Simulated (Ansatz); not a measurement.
**BrFH2Sn: ionisation energy by level of theory**

One table from this session's results is given with a row withheld; the runs are named, their logs left out.

Computed with Ansatz 0.2.0, Gaussian basis. Level: unrestricted cation, the program's frozen cores in correlated methods.

Levels to be run: UKS PBE-D4/def2-TZVPP; UKS r2SCAN-D4/def2-TZVPP; UKS PBE0-D4/def2-TZVPP; UKS B3LYP-D4/def2-TZVPP; UKS wB97X-V/def2-TZVPP; UKS wB97M-V/def2-TZVPP; UKS B2PLYP/def2-TZVPP; UHF-CCSD(T)/def2-TZVPP; UHF-CCSD(T)/def2-QZVPP; extrapolation to the limit; then −ε(HOMO) from the neutral's earlier runs with LDA (SPW92), PBE-D4, revPBE-D4, BLYP-D4, r2SCAN-D4, B97M-V, PBE0-D4, B3LYP-D4, r2SCANh-D4, r2SCAN0-D4, HSE06-D4, BHLYP-D4, CAM-B3LYP-D4, LC-ωPBE, ωB97X-V, ωB97M-V.

## The relaxed structure

The geometry comes from an earlier relaxation with PBE0-D4 in a triple-zeta def2 set; it is a stationary point. Sn takes the def2 core potential; no spin-orbit term is included.

SMILES `[F][SnH2][Br]`, 5 atoms, charge 0, spin multiplicity 1.

Atoms are counted from 1 here; the program's logs count them from 0.

Bond lengths: F1–Sn2 1.914 Å, Sn2–Br3 2.458 Å, Sn2–H4 1.695 Å, Sn2–H5 1.695 Å. Angles: F1–Sn2–Br3 105.2°, F1–Sn2–H4 105.8°, F1–Sn2–H5 105.8°, Br3–Sn2–H4 109.5°, Br3–Sn2–H5 109.5°, H4–Sn2–H5 120.0°.

The first run:

The input, in.yaml:

```yaml
crystal:
  periodic: [false, false, false]
  atoms:
    - {symbol: F, position_ang: [1.281293, -1.280267, 0.460908]}
    - {symbol: Sn, position_ang: [-0.075780, 0.037551, 0.166977]}
    - {symbol: Br, position_ang: [-0.078900, 0.428681, -2.259607]}
    - {symbol: H, position_ang: [-1.534862, -0.693947, 0.624912]}
    - {symbol: H, position_ang: [0.458149, 1.434382, 0.965409]}
basis:
  gaussian: {orbitals: def2-TZVPP}
total_charge: 1
magnetization: {spin_polarized: true, initial_magnetization: 1}
hamiltonian: {xc: pbe, dispersion: d4}
```

Started as:

```bash
ansatz run in.yaml --threads 2 --pin off --events-out ev --progress --plain --max-ram 22528MiB --backend cpu
```

Steps of the session up to this table: Cation, UKS PBE-D4/def2-TZVPP; Cation, UKS r2SCAN-D4/def2-TZVPP; Cation, UKS PBE0-D4/def2-TZVPP; Cation, UKS B3LYP-D4/def2-TZVPP; Cation, UKS wB97X-V/def2-TZVPP; Cation, UKS wB97M-V/def2-TZVPP; Cation, UKS B2PLYP (frozen core)/def2-TZVPP; Cation, UHF-CCSD(T)/def2-TZVPP; Cation, UHF-CCSD(T)/def2-QZVPP.

One table of the session follows, with a row left open; its other results are not shown here.

It belongs to the step «Ionisation energies side by side». For comparison, −ε(HOMO) of the neutral from earlier runs:

| functional | −ε(HOMO) (eV) |
| --- | --- |
| LDA (SPW92) | ? |
| PBE-D4 | 7.32 |
| revPBE-D4 | 7.27 |
| BLYP-D4 | 7.16 |
| r2SCAN-D4 | 7.66 |
| B97M-V | 7.75 |
| PBE0-D4 | 8.61 |
| B3LYP-D4 | 8.35 |
| r2SCANh-D4 | 8.13 |
| r2SCAN0-D4 | 8.84 |
| HSE06-D4 | 8.21 |
| BHLYP-D4 | 9.75 |
| CAM-B3LYP-D4 | 9.93 |
| LC-ωPBE | 11.33 |
| ωB97X-V | 10.97 |
| ωB97M-V | 10.82 |

Estimate the missing values for LDA (SPW92).

**Answer.** −ε(HOMO) (eV): 7.45. In the column «−ε(HOMO) (eV)» it lies between PBE-D4 (7.32) and r2SCAN-D4 (7.66).
